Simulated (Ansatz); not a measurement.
# ZnS3: the cost of one run

Method: DFT PBE, scalar-relativistic, plane waves, PAW, in Ansatz 0.2.0.

1 further run of the same task is left out (it didn't finish).

## 1. The starting structure

It takes space group P4/mmm (No. 123, tetragonal). The conventional cell has a = 4.854 Å, b = 4.854 Å, c = 4.238 Å, α = 90.00°, β = 90.00°, γ = 90.00°. Zn (site symmetry 4/mmm) is surrounded by 12 S at 3.22 to 3.43 Å. S (site symmetry 4/mmm) has 8 S at 3.22 Å and 4 Zn at 3.43 Å as nearest neighbours. Around S (site symmetry mmm) lie 4 Zn at 3.22 Å and 4 S at 3.22 Å.

As a file:

```xyz
4
Lattice="4.8542 0.0000 0.0000 0.0000 4.8542 0.0000 0.0000 0.0000 4.2376" Properties=species:S:1:pos:R:3 pbc="T T T"
Zn    0.0000    0.0000    0.0000
S     2.4271    2.4271    0.0000
S     0.0000    2.4271    2.1188
S     2.4271    0.0000    2.1188
```

The cell is invented: species swapped into a database cell of Zr3Ag (P4/mmm, No. 123), with S on the Zr sites and Zn on the Ag sites. Its size is a rough estimate.

## 2. A first look at the guess

input.yaml

```yaml
crystal:
  lattice:
    - [4.85415469, 0.0, 0.0]
    - [0.0, 4.85415469, 0.0]
    - [0.0, 0.0, 4.23755168]
  atoms:
    - { symbol: Zn, position: [0.0, 0.0, 0.0] }
    - { symbol: S, position: [0.5, 0.5, 0.0] }
    - { symbol: S, position: [0.0, 0.5, 0.5] }
    - { symbol: S, position: [0.5, 0.0, 0.5] }
basis:
  ecutwfc: 420
kpoints:
  mp_grid: { grid: [4, 4, 4] }
hamiltonian:
  xc: pbe
scf:
  occupations: { method: gaussian, width: 0.1 }
  lower_state_search: "off"
output:
  forces: true
  stress: true
  eigenvalues: true
```

On the command line:

```sh
> ansatz run input.yaml --threads 1 --pin off --max-ram 2560MiB --backend cpu --events-out ev --progress --plain --runs-dir out
```

Q: Estimate wall time and peak memory on 1 thread of Intel Xeon at 2.70GHz, shared host.

About 3.2 s, with a peak of 0.37 GiB.
